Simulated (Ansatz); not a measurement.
# C2H4O (oxirane): BCCD(T)/def2-SVPD

What is the electronic atomisation energy of C2H4O (oxirane) at BCCD(T)/def2-SVPD? 

The results are computed with Ansatz 0.2.0.

51 further runs of the same task are left out: 51 set aside as unsound or not needed.

## 1. The molecule

The species is C2H4O (7 atoms), meant as a singlet with charge 0. SMILES: `C1CO1`. Geometry: relaxed at PBE0-D4/def2-TZVP.

Bond lengths: C1–C2 1.458 Å, C1–O3 1.416 Å, C2–O3 1.416 Å, C1–H4 1.087 Å, C1–H5 1.087 Å, C2–H6 1.087 Å, C2–H7 1.087 Å. Some angles: C1–C2–O3 59.0°, C2–C1–O3 59.0°, C1–O3–C2 62.0°, C1–C2–H6 119.5°, C1–C2–H7 119.5°, O3–C2–H6 115.3°, O3–C2–H7 115.3°, C2–C1–H4 119.5°, C2–C1–H5 119.5°, O3–C1–H4 115.3°.

## 2. A single-point energy at BCCD(T)/def2-SVPD

The input, job.yaml:

```yaml
basis:
  gaussian:
    orbitals: def2-SVPD
crystal:
  periodic: [false, false, false]
  atoms:
    - symbol: C
      position_ang: [-0.604500, -0.272900, -0.303700]
    - symbol: C
      position_ang: [0.650000, 0.164200, 0.297000]
    - symbol: O
      position_ang: [-0.339900, 1.100600, -0.086300]
    - symbol: H
      position_ang: [-0.619200, -0.584700, -1.344900]
    - symbol: H
      position_ang: [-1.378400, -0.703100, 0.326900]
    - symbol: H
      position_ang: [0.797000, 0.054800, 1.368500]
    - symbol: H
      position_ang: [1.556200, 0.173200, -0.303300]
correlation:
  method: bccd_t
  frozen_orbitals: {C: 1, H: 0, O: 1}
accuracy: high
scf:
  omitted_lower_state_checks: [cluster_reference, increment]
```

Command:

```
$ ansatz run job.yaml --threads 1 --pin off --max-ram 3480MiB --events-out events.jsonl --progress --plain --runs-dir runs
```

The program printed, shortened:

```text
Warning: RAYON_NUM_THREADS=1 ignored (pool sized by the plan → 1); use --threads N
Functional definition: HF
  name "HF"
[...]
1927 factors; integrals over basis functions are off by at most 3.1e-9 eV
[...]
mean field -4156.84104830 eV, -152.7610909168 hartree, gradient 1.3e-8 eV, S^2 0.000000; 0 other end points of the search recorded, 0 dependent functions left out
3 core orbitals not correlated: weight in the atoms' cores, before any rotation towards them, 1.000 or more for the frozen orbitals, at most 0.000 for the correlated occupied ones
reference -4156.84104830 eV, -152.7610909168 hartree; 9, 9 occupied and 83, 83 virtual orbitals, 1927 factors
second order -13.05696921 eV of doubles, -0.00000000 eV of singles
cycle   1  -13.31382827 eV  change   -2.6e-1 eV  update   8.5e-2
[...]
cycle  19  -13.73148240 eV  change   1.4e-10 eV  update   1.7e-9
perturbative correction -0.48921577 eV, -0.0179783479 hartree
Total energy: -4171.06174646 eV, -153.2836919352 hartree
Checks for a lower state left out: cluster_reference, increment
```

Run time: 26 s. Hardware: 1 thread of Arm Neoverse V1, shared host; peak memory 0.87 GiB.

## 3. The C atom, same level

The input, job.yaml:

```yaml
crystal:
  periodic: [false, false, false]
  atoms:
    - {symbol: C, position_ang: [0.000000, 0.000000, 0.000000]}
basis:
  gaussian:
    orbitals: def2-SVPD
magnetization:
  spin_polarized: true
  initial_magnetization: 2
scf:
  omitted_lower_state_checks: [cluster_reference, increment]
accuracy: high
correlation:
  method: bccd_t
  frozen_orbitals: {C: 1}
```

Command:

```
$ ansatz run job.yaml --threads 1 --pin off --max-ram 3480MiB --events-out events.jsonl --progress --plain --runs-dir runs
```

The program printed, shortened:

```text
Warning: RAYON_NUM_THREADS=1 ignored (pool sized by the plan → 1); use --threads N
[... 2 set-up lines as earlier in the session ...]
[...]
163 factors; integrals over basis functions are off by at most 3.2e-9 eV
[...]
mean field -1024.40687703 eV, -37.6462583631 hartree, gradient 3.5e-8 eV, S^2 2.010192; 3 other end points of the search recorded, 0 dependent functions left out
1 core orbitals not correlated: weight in the atoms' cores, before any rotation towards them, 1.000 or more for the frozen orbitals, at most 0.000 for the correlated occupied ones
reference -1024.40687703 eV, -37.6462583631 hartree; 3, 1 occupied and 16, 18 virtual orbitals, 163 factors
second order -1.45589266 eV of doubles, -0.00000000 eV of singles
cycle   1  -1.82657413 eV  change   -3.7e-1 eV  update   4.8e-2
[...]
cycle  19  -2.02387649 eV  change   3.0e-10 eV  update  1.3e-10
perturbative correction -0.03638256 eV, -0.0013370345 hartree
Total energy: -1026.46713608 eV, -37.7219714867 hartree
Checks for a lower state left out: cluster_reference, increment
```

Run time: 0.32 s. Hardware: 1 thread of Arm Neoverse V1, shared host.

## 4. The H atom: a single-point energy at UHF/def2-SVPD

The input, run.yaml:

```yaml
crystal:
  periodic: [false, false, false]
  atoms:
    - {symbol: H, position_ang: [0.000000, 0.000000, 0.000000]}
basis:
  gaussian:
    orbitals: def2-SVPD
magnetization:
  spin_polarized: true
  initial_magnetization: 1
hamiltonian:
  xc: hf
accuracy: high
```

Run the same way, it converges to -0.49928 Eh (log not shown).

## 5. The O atom at the same level

The input, molecule.yaml:

```yaml
crystal:
  periodic: [false, false, false]
  atoms:
    - {symbol: O, position_ang: [0.000000, 0.000000, 0.000000]}
basis:
  gaussian: {orbitals: def2-SVPD}
magnetization: {spin_polarized: true, initial_magnetization: 2}
correlation: {method: bccd_t, frozen_orbitals: {O: 1}}
accuracy: high
scf: {omitted_lower_state_checks: [cluster_reference, increment]}
```

Command:

```
$ ansatz run molecule.yaml --threads 1 --pin off --max-ram 3480MiB --events-out events.jsonl --progress --plain --runs-dir runs
```

The program printed, shortened:

```text
Warning: RAYON_NUM_THREADS=1 ignored (pool sized by the plan → 1); use --threads N
[... 2 set-up lines as earlier in the session ...]
[...]
191 factors; integrals over basis functions are off by at most 1.9e-9 eV
[...]
mean field -2033.34996504 eV, -74.7242329610 hartree, gradient 6.8e-8 eV, S^2 2.008712; 3 other end points of the search recorded, 0 dependent functions left out
1 core orbitals not correlated: weight in the atoms' cores, before any rotation towards them, 1.000 or more for the frozen orbitals, at most 0.000 for the correlated occupied ones
reference -2033.34996504 eV, -74.7242329610 hartree; 4, 2 occupied and 18, 20 virtual orbitals, 191 factors
second order -2.92033029 eV of doubles, -0.00000000 eV of singles
cycle   1  -3.26429746 eV  change   -3.4e-1 eV  update   3.3e-2
[...]
cycle  18  -3.36574146 eV  change   6.6e-11 eV  update  3.9e-10
perturbative correction -0.04690719 eV, -0.0017238075 hartree
Total energy: -2036.76261369 eV, -74.8496454857 hartree
Checks for a lower state left out: cluster_reference, increment
```

Run time: 0.48 s. Hardware: 1 thread of Arm Neoverse V1, shared host.

## 6. Summary of results

At BCCD(T)/def2-SVPD, 3 core orbitals frozen:

| quantity | value |
| --- | --- |
| molecule: total energy | -153.28369 Eh |
| molecule: correlation energy (3 core orbitals frozen) | -522.6 mEh |
| molecule: (T) correction | -17.98 mEh |
| C atom: total energy | -37.72197 Eh |
| C atom: correlation energy (1 core orbital frozen) | -75.7 mEh |
| C atom: (T) correction | -1.34 mEh |
| C atom: ⟨S²⟩ of the reference determinant | 2.010 |
| H atom: total energy | -0.49928 Eh |
| H atom: ⟨S²⟩ | 0.750 |
| O atom: total energy | -74.84965 Eh |
| O atom: correlation energy (1 core orbital frozen) | -125.4 mEh |
| O atom: (T) correction | -1.72 mEh |
| O atom: ⟨S²⟩ of the reference determinant | 2.009 |
| electronic atomisation energy | 27.021 eV |

Taking the molecule apart into free atoms costs 27.02 eV (623 kcal/mol), before zero-point energy and without spin-orbit coupling. The triples (molecule) make up 3.4 % of the correlation energy. The triples (C atom) make up 1.8 % of the correlation energy. The triples (O atom) make up 1.4 % of the correlation energy.
